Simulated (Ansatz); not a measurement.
Working through an atomisation energy of CH6AlB, SMILES B[CH2][AlH2]

With Ansatz 0.2.0, Python API.

Notebook, run cell by cell (the value of a cell's last expression is shown):

In [1]:
```python
from collections import Counter

import ansatz as az
```

In [2]:
```python
def energy_of(molecule, charge=0, unpaired=0):
    calc = (
        molecule.calculation()
        .basis(gaussian="def2-TZVP")
        .functional("CAM-B3LYP")
    )
    if charge:
        calc = calc.charge(charge)
    if unpaired:
        calc = calc.spin("collinear", total=unpaired)
    report = calc.run(threads=1, pin="off").report
    if report["published_state_doubts"]:
        print("  doubts:", report["published_state_doubts"])
    return report["free_energy_ev"]
```

In [3]:
```python
GEOMETRY = """
B    -0.47960    0.71980   -1.11140
C     0.65290    0.10210   -0.30090
Al   -0.10810   -0.82120    1.29010
H    -1.30070    0.09830   -1.59700
H    -0.55290    1.92690   -1.30660
H     1.36610    0.90830    0.02620
H     1.21620   -0.62530   -0.93670
H     0.18550   -2.37610    1.48030
H    -0.89100    0.02100    2.43900
"""
```

In [4]:
```python
ch6alb = az.Crystal.molecule()
for line in GEOMETRY.strip().splitlines():
    symbol, *xyz = line.split()
    ch6alb = ch6alb.atom(symbol, [float(v) for v in xyz])
```

In [5]:
```python
# Hund ground states
unpaired = {"B": 1, "C": 2, "Al": 1, "H": 1}
counts = Counter(site.symbol for site in ch6alb.cartesian_sites)
atom_energy = {s: energy_of(az.Crystal.molecule().atom(s, (0, 0, 0)), 0, unpaired[s]) for s in counts}
whole = energy_of(ch6alb, 0, 0)
for s, e in atom_energy.items():
    print(f"{s:2s} x{counts[s]}  {e:14.5f} eV")
print(f"CH6AlB: {whole:.5f} eV")
split = sum(counts[s] * e for s, e in atom_energy.items()) - whole
print(f"atomisation energy (no zero-point term): {23.060548 * split:.1f} kcal/mol, {split / sum(counts.values()):.3f} eV an atom")
```
```text
B  x1      -670.50693 eV
C  x1     -1029.59771 eV
Al x1     -6595.16868 eV
H  x6       -13.57334 eV
CH6AlB: -8406.77526 eV
atomisation energy (no zero-point term): 693.2 kcal/mol, 3.340 eV an atom
```

693.2 kcal/mol from the electronic energies, without the zero-point term.

Caveats:
- These settings explore the input space; basis and method may be short of convergence.
- The geometry is a force-field or estimated start, not a minimum of this method, and the basis set is short of its limit. All parts are taken at fixed geometry, without zero-point energy.
- Wall time of the script: 4.3 s on 1 thread of Arm Neoverse V2, on a shared host, peak memory 0.31 GiB.
